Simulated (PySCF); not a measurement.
# C3H8BNS: the cost of one run

Computed with PySCF 2.14.0, with density-fitted response routines of our own, on a single molecule in the gas phase. Atoms count from 0, in the outputs and in this text.

### 1 Starting geometry

14 atoms, charge 0, multiplicity 1; geometry from: GFN2-xTB.

Bonds of the start (Å): C0–S1 1.82, S1–C2 1.76, C2–C3 1.33, C3–B4 1.56, B4–N5 1.38, C0–H6 1.09, C0–H7 1.08, C0–H8 1.09, C2–H9 1.08, C3–H10 1.09, B4–H11 1.18, N5–H12 1.01, N5–H13 1.01.

### 2 TDDFT and polarisability: CAM-B3LYP/def2-SVPD

Job settings and geometry (Å):

```
{"job": {"kind": "uv", "xc": "CAM-B3LYP", "basis": "def2-SVPD", "nstates": 8, "ntriplets": 3}, "charge": 0, "multiplicity": 1}
C     -2.682115    -0.440577     0.824406
S     -0.914826    -0.812780     0.606769
C     -0.318675     0.797689     0.229186
C      0.936414     1.145523    -0.063000
B      2.223438     0.271450    -0.162189
N      2.220606    -1.071625     0.161752
H     -3.086792    -0.038553    -0.100291
H     -3.171683    -1.378123     1.066351
H     -2.808352     0.264448     1.641446
H     -1.123058     1.521371     0.256026
H      1.058278     2.205388    -0.266560
H      3.230331     0.760657    -0.519274
H      3.033745    -1.660502     0.105845
H      1.402013    -1.564840     0.477392
```

Method: TDDFT CAM-B3LYP/def2-SVPD, vertical, gas phase, core orbitals frozen in the response.

The run is started by

```
OMP_NUM_THREADS=1 python probes_run.py task.json out
```

The driver reads the jobs from task.json and runs them one after another.

Q: Estimate the wall time and peak memory of this first job on 1 thread of Arm Neoverse N1, shared host.

About 53 s, with a peak of 0.86 GiB.
